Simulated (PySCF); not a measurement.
# HfSF₂: singlet, from a PBE minimum start

Where does singlet HfSF₂ go from a PBE minimum start, is the end point a minimum, and what are its modes, charges and moments?

Method: PBE, basis Hf def2-SVP with ECP60, S def2-SVP, F def2-SVP, scalar-relativistic core potentials, no spin–orbit coupling, density fitting; program: PySCF 2.14.0.

## 1. Starting geometry

4 atoms, charge 0, spin multiplicity 1.

Bond lengths: Hf1–S2 2.237 Å, Hf1–F3 1.919 Å, Hf1–F4 1.919 Å. Angles: S2–Hf1–F3 108.5°, S2–Hf1–F4 108.5°, F3–Hf1–F4 110.9°.

Z-matrix (Å, degrees; charge 0 multiplicity 1):
```
Hf
S  1 2.2371
F  1 1.9189 2 108.53
F  1 1.9189 2 108.53 3 -120.59
```

## 2. First SCF at the start

The steps below are one call of a driver around PySCF. For each, scf.py gives the equivalent set-up of the SCF; relaxations use the driver's own optimiser. After this first run the driver tries any further starts and a stability analysis.

File scf.py:

```python
from pyscf import gto, scf, dft
mol = gto.M(atom='''
Hf     0.135367    -0.176191     0.072636
S     -1.774656     0.377048    -0.952256
F      0.105294     0.546612     1.849922
F      1.599676     0.546612    -0.935059''',
    basis={'Hf': 'def2-SVP', 'S': 'def2-SVP', 'F': 'def2-SVP'},
    ecp={'Hf': 'def2-SVP'},
    charge=0, spin=0)
mf = dft.RKS(mol, xc='PBE')
mf.grids.atom_grid = (50, 194)
aux = {'Hf': 'def2-universal-JKFIT', 'S': 'def2-universal-JKFIT', 'F': 'def2-universal-JKFIT'}
mf = mf.density_fit(auxbasis=aux)
mf.conv_tol = 1e-08
mf.diis_space = 10
mf.max_cycle = 60
mf.init_guess = 'minao'
mf.verbose = 4
mf.kernel()
```

Command:

```sh
$ OMP_NUM_THREADS=2 python axn.py task.json out
```

The log of the run:

```text
init E= -632.886125252087
  HOMO = -0.472494909837061  LUMO = -0.384336820449749  gap/eV = 2.39890
cycle= 1 E= -645.130779795501  delta_E= -12.2  |g|= 1.12  |ddm|= 7.62
  HOMO = -0.111505039984763  LUMO = -0.0442539624119912  gap/eV = 1.83000
cycle= 2 E= -644.41080960223  delta_E= 0.72  |g|= 1.97  |ddm|= 3.15
  HOMO = -0.180582330556244  LUMO = -0.1228971836175  gap/eV = 1.56969
cycle= 3 E= -645.420949999433  delta_E= -1.01  |g|= 0.429  |ddm|= 2.25
  HOMO = -0.22209839944238  LUMO = -0.168236432382746  gap/eV = 1.46566
cycle= 4 E= -645.432174255247  delta_E= -0.0112  |g|= 0.382  |ddm|= 0.733
  HOMO = -0.238503670888546  LUMO = -0.154058733669846  gap/eV = 2.29786
cycle= 5 E= -645.45405785626  delta_E= -0.0219  |g|= 0.191  |ddm|= 0.534
  HOMO = -0.216723965460281  LUMO = -0.155057784627888  gap/eV = 1.67802
cycle= 6 E= -645.467055976365  delta_E= -0.013  |g|= 0.0304  |ddm|= 0.289
  HOMO = -0.217520162306849  LUMO = -0.153517622253555  gap/eV = 1.74160
cycle= 7 E= -645.467355369696  delta_E= -0.000299  |g|= 0.00476  |ddm|= 0.034
  HOMO = -0.217678534131822  LUMO = -0.153454519804864  gap/eV = 1.74762
cycle= 8 E= -645.467363405002  delta_E= -8.04e-06  |g|= 0.000741  |ddm|= 0.00612
  HOMO = -0.21762773085697  LUMO = -0.153439439761338  gap/eV = 1.74665
cycle= 9 E= -645.467363531804  delta_E= -1.27e-07  |g|= 0.000144  |ddm|= 0.00074
  HOMO = -0.217627963154416  LUMO = -0.153436787530948  gap/eV = 1.74673
cycle= 10 E= -645.467363535958  delta_E= -4.15e-09  |g|= 8.19e-05  |ddm|= 0.000157
  HOMO = -0.217634863445341  LUMO = -0.153427895848448  gap/eV = 1.74716
Extra cycle  E= -645.46736352236  delta_E= 1.36e-08  |g|= 0.000246  |ddm|= 0.000299
converged SCF energy = -645.46736352236
```

This step, with its further starts and checks, needed 6.5 s of wall time on 2 threads of Intel Xeon Platinum 8488C (Sapphire Rapids), shared host.

The test of internal stability found no lower closed-shell solution.

## 3. PBE minimum start, singlet: relaxation

The program finds Cs symmetry in the start, which this walk keeps. The walk stops when the largest gradient is under 0.0003 Eh/bohr and the energy has settled too.

scf.py: that of step 2 with these lines changed.

```diff
@@ -3,4 +3,4 @@
-Hf     0.135367    -0.176191     0.072636
-S     -1.774656     0.377048    -0.952256
-F      0.105294     0.546612     1.849922
-F      1.599676     0.546612    -0.935059''',
+Hf     0.135323    -0.180671     0.072612
+S     -1.774700     0.372568    -0.952280
+F      0.105250     0.542132     1.849898
+F      1.599632     0.542132    -0.935083''',
@@ -17 +16,0 @@
-mf.init_guess = 'minao'
```

The optimiser's trace:

| step | energy (Eh) | change (kJ/mol) | largest symmetric gradient (Eh/bohr) |
| --- | --- | --- | --- |
| 0 | -645.467364 | 0.00 | 0.00067 |
| 1 | -645.467367 | -0.01 | 0.00013 |
| 2 | -645.467368 | -0.01 | 0.00013 |

The walk took 5.6 s.

Geometry (Å) and forces (eV/Å) at some steps:

```
step 0
Hf   0.135  -0.181   0.073   0.013  -0.034  -0.019
S   -1.775   0.373  -0.952  -0.001  -0.009  -0.005
F    0.105   0.542   1.850  -0.004   0.028   0.027
F    1.600   0.542  -0.935  -0.009   0.015  -0.003
step 1
Hf   0.136  -0.183   0.073   0.012  -0.005  -0.019
S   -1.774   0.373  -0.952   0.008  -0.017   0.000
F    0.105   0.543   1.849   0.000   0.016   0.010
F    1.599   0.543  -0.935  -0.020   0.005   0.010
step 2
Hf   0.136  -0.186   0.073   0.013   0.004  -0.019
S   -1.773   0.374  -0.951   0.004  -0.019  -0.002
F    0.105   0.544   1.848   0.002   0.012   0.008
F    1.598   0.544  -0.935  -0.019   0.002   0.012
```

After 2 steps and 0.0 kJ/mol it ends at Cs: Hf–F 1.919 Å (×2), Hf–S 2.237 Å; F–Hf–F 110.7°, F–Hf–S 108.3° (×2).

## 4. Hessian and properties

On the finer grid the gradient is checked again; gradients at displacements of ±0.02 bohr then give force constants and infrared intensities.

scf.py: that of step 3 with these lines changed.

```diff
@@ -3,4 +3,4 @@
-Hf     0.135323    -0.180671     0.072612
-S     -1.774700     0.372568    -0.952280
-F      0.105250     0.542132     1.849898
-F      1.599632     0.542132    -0.935083''',
+Hf     0.135019    -0.177563     0.072449
+S     -1.774928     0.375855    -0.952402
+F      0.104567     0.545353     1.849700
+F      1.599089     0.545353    -0.935542''',
@@ -11 +11 @@
-mf.grids.atom_grid = (50, 194)
+mf.grids.atom_grid = (75, 302)
@@ -14 +14 @@
-mf.conv_tol = 1e-08
+mf.conv_tol = 1e-10
```

This SCF starts from the last density.

Log of the central SCF (cycles and frontier levels):

```text
init E= -645.467581181919
  HOMO = -0.217629887697753  LUMO = -0.153424298175195  gap/eV = 1.74712
cycle= 1 E= -645.467581181915  delta_E= 3.75e-12  |g|= 3.2e-06  |ddm|= 4.62e-06
  HOMO = -0.217630515991452  LUMO = -0.153424219890971  gap/eV = 1.74714
Extra cycle  E= -645.46758118189  delta_E= 2.49e-11  |g|= 9.67e-06  |ddm|= 1.37e-05
converged SCF energy = -645.46758118189
```

The whole step took 46 s.

Geometry: Cs; Hf–F 1.919 Å (×2), Hf–S 2.237 Å; F–Hf–F 110.9°, F–Hf–S 108.5° (×2).

Modes, for the most abundant isotopes:

```tsv
symmetry	ω (cm⁻¹)	IR (km/mol)
a'	111	20.7
a''	171	1.6
a'	177	3.2
a'	486	34.2
a''	645	97.9
a'	646	70.4
```

All wavenumbers are real: a minimum.

Constants and moments:

| Item | Value |
| --- | --- |
| Dipole moment | 5.38 D |
| Highest occupied level | -5.92 eV |
| Lowest empty level | -4.17 eV |
| Rotational constants | 0.1455, 0.08828, 0.06363 cm⁻¹ |
| Zero-point energy | 13.4 kJ/mol |
| Principal polarisabilities | 38.1, 44.8, 76.6 bohr³ |
| Atomisation energy without zero-point energy | 1891 kJ/mol |
| Principal traceless quadrupole moments about the centre of mass | -7.13, -4.02, 11.15 D Å |
| Entropy at 298.15 K and 1 bar | 330.7 J/(mol K) |
| Heat capacity Cp at 298.15 K | 70.3 J/(mol K) |
| Enthalpy at 298.15 K above 0 K | 16.29 kJ/mol |
| Rotational symmetry number | 1 |

Charges (e) and bond orders:

```json
{"atom": "Hf1", "Mulliken": "0.86", "Löwdin": "0.10", "polar tensor": "1.73", "Mayer order to Hf1": "–"}
{"atom": "S2", "Mulliken": "-0.29", "Löwdin": "0.10", "polar tensor": "-0.57", "Mayer order to Hf1": "2.33"}
{"atom": "F3,4", "Mulliken": "-0.28", "Löwdin": "-0.10", "polar tensor": "-0.58", "Mayer order to Hf1": "1.18"}
```

Outer orbital energies (eV). occupied: -10.66, -10.19, -10.17, -9.97, -9.63, -6.91, -6.27, -5.92; empty: -4.17, -2.34, -2.24, -0.97.

Mulliken populations on Hf1 (outside its core potential): s 2.42, p 6.30, d 2.28, f 0.14.

## 5. Stability of the closed shell

At the lowest minimum the closed shell is tested against spin polarisation, on the (50, 194) grid. It is stable.

## 6. Outcome

| quantity | value |
| --- | --- |
| minimum | singlet, Cs |
| geometry | Hf–F 1.919 Å (×2), Hf–S 2.237 Å; F–Hf–F 110.9°, F–Hf–S 108.5° (×2) |
| wavenumbers (cm⁻¹) | 111 (a'), 171 (a''), 177 (a'), 486 (a'), 645 (a''), 646 (a') |
| dipole moment | 5.38 D |
| highest occupied, lowest empty level | -5.92, -4.17 eV |
| polar-tensor charge of Hf1 | +1.73 e |
| zero-point energy | 13.4 kJ/mol |
| entropy at 298.15 K | 330.7 J/(mol K) |
| atomisation energy (no zero-point energy) | 1891 kJ/mol |

**Reading.** The PBE minimum start keeps its Cs symmetry and ends in a minimum. The strongest infrared band lies at 645 cm⁻¹ (a'', stretch). With 5.4 D the molecule is strongly polar. Other starts or spin states, not run here, may lie lower. Spin–orbit coupling, left out here, can matter for elements this heavy.

The search up to here needed 60 s of wall time on 2 threads of Intel Xeon Platinum 8488C (Sapphire Rapids), shared host.
